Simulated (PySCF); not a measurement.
# GaB: bond curves at several levels of theory

One table from this session's results is given with a row withheld; the runs are named, their logs left out.

The runs use PySCF 2.14.0; Ga def2-SVP, B def2-SVP, no relativity.

Set-up of the first run:

A driver script around PySCF takes these settings:

```
atoms                         : Ga, B
charge                        : 0
basis                         : Ga def2-SVP, B def2-SVP
Hamiltonian                   : no relativity
basis functions               : 46
electrons treated             : 36
masses in u                   : 68.9256, 11.0093
levels                        : PBE0, PBE, r²SCAN, M06-2X, PW91, BHandHLYP, CAM-B3LYP, HF, MP2, SCS-MP2, CCSD, CCSD(T)
grid                          : 80 radial by 434 angular points
occupations                   : held fixed by the projection of orbital angular momentum
dissociation limit            : Ga + B, each in its ground configuration
starting distance in angstrom : 2.020
values of 2S to try           : 0, 2
```

Launch:

```console
OMP_NUM_THREADS=1 python dia.py task.json out
```

Among the steps run: The job; First curve: PBE0; Other states along the same grid; PBE; r²SCAN (meta-GGA); M06-2X; PW91 (GGA); BHandHLYP; CAM-B3LYP; UHF (mean field); Correlated methods on the Hartree–Fock reference.

One table of the session follows, with a row left open; its other results are not shown here.

Energy (eV) from each level's lowest point:

```
R (Å)    UHF  UHF-MP2  UHF-SCS-MP2  UHF-CCSD  UHF-CCSD(T)
1.921  0.563    0.477        0.497       n/a          n/a
2.011  0.254    0.199        0.213     0.217        0.216
2.100      ?        ?            ?         ?            ?
2.167  0.019    0.005        0.009     0.012        0.012
2.234  0.000    0.000        0.000     0.000        0.000
2.301  0.014    0.027        0.023     0.020        0.019
2.390  0.071    0.100        0.093     0.082        0.080
2.502  0.182    0.234        0.221     0.198        0.195
2.636  0.347    0.431        0.412     0.370        0.364
2.815  0.575    0.718        0.686       n/a          n/a
```

**Question.** Estimate the row for R (Å) = 2.100.

Worked estimate for «UHF». A straight line through the neighbours (2.011, 0.254) and (2.167, 0.019) gives 0.254 + (0.019 − 0.254) × (2.100 − 2.011) / (2.167 − 2.011) = 0.120; a parabola fitted to 4 rows on both sides gives 0.077.

The run gave: UHF: 0.081; UHF-MP2: 0.052; UHF-SCS-MP2: 0.060; UHF-CCSD: 0.064; UHF-CCSD(T): 0.064. In «UHF» the line misses by +0.039 and the parabola by -0.004.

State 2 has its PBE0 minimum 0.01 eV higher. The other levels ran on the lowest alone.
